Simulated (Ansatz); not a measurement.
# MnGa: further runs on the relaxed cell

One table from this session's results is given with a row withheld; the runs are named, their logs left out.

Method: DFT PBEsol, scalar-relativistic, plane waves, PAW, in Ansatz 0.2.0.

### Starting point

The structure is hexagonal, space group P-6m2 (No. 187). Conventional cell: a = 2.689 Å, b = 2.689 Å, c = 4.029 Å, α = 90.00°, β = 90.00°, γ = 120.00°. Mn (site symmetry -6m2) is surrounded by 6 Ga at 2.54 Å and 6 Mn at 2.69 Å. Ga (site symmetry -6m2) is surrounded by 6 Mn at 2.54 Å and 6 Ga at 2.69 Å.

Coordinates:

```
Mn Ga
1.0
     2.68874    0.00000    0.00000
    -1.34437    2.32851    0.00000
     0.00000    0.00000    4.02869
Mn Ga
1 1
Direct
  0.00000 0.00000 0.00000
  0.33333 0.66667 0.50000
```

It goes back to an entry of the Materials Project, which need not be the stable form.

This cell was relaxed beforehand with the same method: volume 12.61 Å³/atom, gap on the mesh none (metal), site moments up to 1.7 μB.

Set-up of the first run:

input.yaml

```yaml
crystal:
  lattice:
    - [2.6615743934, 0.0, 0.0]
    - [-1.3307871967, 2.3049910387, 0.0]
    - [0.0, 0.0, 3.9879982783]
  atoms:
    - { symbol: Mn, position: [0.0, 0.0, 0.0], spin: 1.89 }
    - { symbol: Ga, position: [0.3333333333, 0.6666666667, 0.5] }
basis:
  ecutwfc: 420
kpoints:
  mp_grid: { grid: [18, 18, 10] }
hamiltonian:
  xc: pbesol
scf:
  occupations: { method: gaussian, width: 0.1 }
output:
  forces: true
  stress: true
  eigenvalues: true
  populations: true
  write_density: true
  write_potential: true
  elf: true
  volumetric_format: npy
magnetization:
  spin_polarized: true
relax:
  adjacent_minimum: "off"
  f_tol: 0.01
  max_steps: 30
  cell: { stress_tol: 0.1, fix: [volume] }
```

The run is started by

```sh
$ ansatz run input.yaml --threads 1 --pin off --max-ram 2560MiB --backend cpu --events-out ev --progress --plain --runs-dir out
```

Steps of the session up to this table: Point at V/V0 = 0.97; Volume × 1.03; Point at V/V0 = 0.94; The cell scaled to 1.06 of its volume; Volume × 0.91; Volume × 1.10; Point at V/V0 = 0.88.

One of the session's tables, all rows but one given; the rest of the session is left out.

It belongs to the step «Energy against volume». 

```
volume (Å³/atom)  energy above the lowest point (meV/atom)  pressure (GPa)  largest moment (μB)
          11.098                                     111.5           27.36                 1.36
          11.476                                      58.0           18.36                 1.42
          11.855                                      23.8           10.95                 1.50
          12.233                                       5.5            4.90                 1.60
          12.611                                       0.0           -0.01                 1.72
          12.990                                       4.9           -4.00                 1.85
          13.368                                         ?               ?                    ?
          13.872                                      46.5           -9.40                 2.26
```

Q: Estimate the row for volume (Å³/atom) = 13.368 from the others.

Worked estimate for «energy above the lowest point (meV/atom)». A straight line through the neighbours (12.990, 4.9) and (13.872, 46.5) gives 4.9 + (46.5 − 4.9) × (13.368 − 12.990) / (13.872 − 12.990) = 22.7; a parabola fitted to 3 rows on both sides gives 17.6.

As computed: energy above the lowest point (meV/atom): 18.3; pressure (GPa): -7.26; largest moment (μB): 1.97. In «energy above the lowest point (meV/atom)» the line misses by +4.4 and the parabola by -0.7.
